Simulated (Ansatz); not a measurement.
# GdCu: how the settings move a single-point run

How sensitive is a single-point run of GdCu to its settings? A reference run comes first, then one run with altered input.

Program: Ansatz 0.2.0. Level of theory: reference: DFT, LDA, PAW with Ansatz's default frozen-core files, scalar-relativistic. These are calculated values, not measurements.

## (1) The structure to begin with

Symmetry: Pm-3m, No. 221, cubic system. Conventional cell: a = 3.502 Å, b = 3.502 Å, c = 3.502 Å, α = 90.00°, β = 90.00°, γ = 90.00°. Around Gd (site symmetry m-3m) lie 8 Cu at 3.03 Å. Cu (site symmetry m-3m) has 8 Gd at 3.03 Å in its first shell of neighbours.

Structure file:

```
CELL_PARAMETERS angstrom
3.50200 0.00000 0.00000
0.00000 3.50200 0.00000
0.00000 0.00000 3.50200
ATOMIC_POSITIONS crystal
Gd 0.50000 0.50000 0.50000
Cu 0.00000 0.00000 0.00000
```

## (2) The reference run

input.yaml reads:

```yaml
crystal:
  lattice:
    - [3.502, 0.0, 0.0]
    - [0.0, 3.502, 0.0]
    - [0.0, 0.0, 3.502]
  atoms:
    - { symbol: Gd, position: [0.5, 0.5, 0.5], spin: 6.9, spin_axis: [1.0, 0.0, 0.0] }
    - { symbol: Cu, position: [0.0, 0.0, 0.0] }
magnetization:
  noncollinear: true
  spin_spiral: { q: [0.0, 0.1666666667, 0.0] }
kpoints:
  mp_grid: { grid: [12, 12, 12] }
scf:
  occupations: { method: fermi_dirac, width: 0.05 }
hamiltonian:
  xc: lda
  pseudopotentials: { kind: paw }
output:
  eigenvalues: false
```

Command:

```bash
$ ansatz run input.yaml --threads 2 --pin off --max-ram 5120MiB --backend cpu --events-out ev --progress --plain --runs-dir out
```

## (3) Variant: starting moments, lock_directions true

Edit input.yaml of step 2 so:

```diff
@@ -6,3 +6,3 @@
   atoms:
-    - { symbol: Gd, position: [0.5, 0.5, 0.5], spin: 6.9, spin_axis: [1.0, 0.0, 0.0] }
+    - { symbol: Gd, position: [0.5, 0.5, 0.5], spin: 6.9, spin_axis: [0.8660254, 0.0, 0.5] }
     - { symbol: Cu, position: [0.0, 0.0, 0.0] }
@@ -11,2 +11,3 @@
   spin_spiral: { q: [0.0, 0.1666666667, 0.0] }
+  spin_locking: { lock_directions: true }
 kpoints:
```

Q: Predict the outcome of this session. Wanted: for each run, ending; energy change; abs. moment.

**Answer**, as computed:

```tsv
run	ending	energy change	abs. moment (μB)	cycles	time
reference	converged	0	7.10	19	2 min
1: starting moments, lock_directions true	converged	0.0 meV/atom	7.10	19	19 min
```

Residual by cycle in the longest SCF loop of each run; runs are numbered as in the table. The quantity is the density residual dr2, in eV.

```tsv
cycle	reference	run 1
1	30.8	30.8
2	5.77	5.68
4	0.798	2.47
5	0.44	1.01
7	0.146	0.182
8	0.00536	0.0808
10	0.00196	7.6e-4
11	6.0e-4	2.3e-4
13	4.4e-5	5.6e-6
14	7.5e-6	4.6e-6
16	2.5e-7	2.4e-8
17	2.4e-9	2.1e-9
```

What this shows: Changing the constraint on the moments hardly moves the energy: 0.0 meV/atom. Cost: 19 min against 2 min.
